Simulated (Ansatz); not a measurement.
Task: a test of the smearing width of SrSiGe, space group P-6m2, with Ansatz 0.2.0 through its Python package. Give the script and its output. Level of theory (first run): PBEsol, PAW, the default cutoff (420 eV here), 8×8×7 k-points, Methfessel-Paxton smearing of 0.5 eV. The script varies width (eV): 0.5, 0.3, 0.2, 0.1.

```xyz
3
Lattice="4.3342 0.0000 0.0000 -2.1671 3.7536 0.0000 0.0000 0.0000 4.5315" Properties=species:S:1:pos:R:3 pbc="T T T"
Sr    2.1671    1.2512    0.0000
Si    0.0000    2.5024    2.2658
Ge    0.0000    0.0000    2.2658
```

The script, `smear_srsige.py`:
```python
"""Smearing width test for SrSiGe."""

import ansatz as az
from pymatgen.core import Lattice, Structure
from pymatgen.io.ase import AseAtomsAdaptor

KMESH = (8, 8, 7)

pmg_structure = Structure(
    Lattice([(4.33423558, 0.0, 0.0), (-2.16711779, 3.75355812, 0.0), (0.0, 0.0, 4.531548)]),
    ["Sr", "Si", "Ge"],
    [
        (2 / 3, 1 / 3, 0.0),
        (1 / 3, 2 / 3, 0.5),
        (0.0, 0.0, 0.5),
    ],
)
crystal = az.Crystal.from_ase(AseAtomsAdaptor.get_atoms(pmg_structure))

job = (
    crystal.calculation()
    .functional(az.Functional.PBESOL)
    .kpoints(*KMESH)  # sampling of the Brillouin zone
    .stress()
)

rows = []
for value in [0.5, 0.3, 0.2, 0.1]:
    data = job.occupations("methfessel_paxton", width=value).run().report
    rows.append((value, data["free_energy_ev"] / len(data["lattice"]["sites"]), data["n_iterations"], sum(data["stress_gpa"][i][i] for i in range(3)) / 3, data["n_kpoints"]))

print("  width (eV)   F/atom (eV)    iterations       P (GPa)      k-points")
for row in rows:
    print(f"{str(row[0]):>12s}  {row[1]:12.5f}  {row[2]:12d}  {row[3]:12.3f}  {row[4]:12d}")

# the last row is the reference
for row in rows[:-1]:
    shift = 1000 * (row[1] - rows[-1][1])
    print(f"{row[0]}: {shift:+.2f} meV/atom" + ("  (within 2 meV)" if abs(shift) < 2 else ""))
```

```console
$ python smear_srsige.py
DeckWarning: basis.ecutwfc = 420 eV, auto-derived from the records' recommended cutoffs: set by Sr (normal level)
  width (eV)   F/atom (eV)    iterations       P (GPa)      k-points
         0.5   -2789.46505             8        -2.085            40
         0.3   -2789.46586             7        -2.225            40
         0.2   -2789.46634             7        -2.255            40
         0.1   -2789.46637             7        -2.269            40
0.5: +1.31 meV/atom  (within 2 meV)
0.3: +0.51 meV/atom  (within 2 meV)
0.2: +0.02 meV/atom  (within 2 meV)
```
(Warnings from the package without file and line.)

Going from 0.1 to 0.5 eV changes F by +1.3 meV an atom. This scheme is built to cancel the term in the square of the width, so the shifts stay small and are partly the mesh's error. The pressure moves from -2.27 to -2.09 GPa.

Caveats:
- The narrowest width needs the finest mesh, so the last row is no converged reference.
- Pressure is positive in compression.
- This cell is a computed structure, which may not be the phase found in nature.
- Timing: 16 s on 1 thread of Intel(R) Xeon(R) Processor @ 2.30GHz (shared host), peak memory 0.63 GiB.
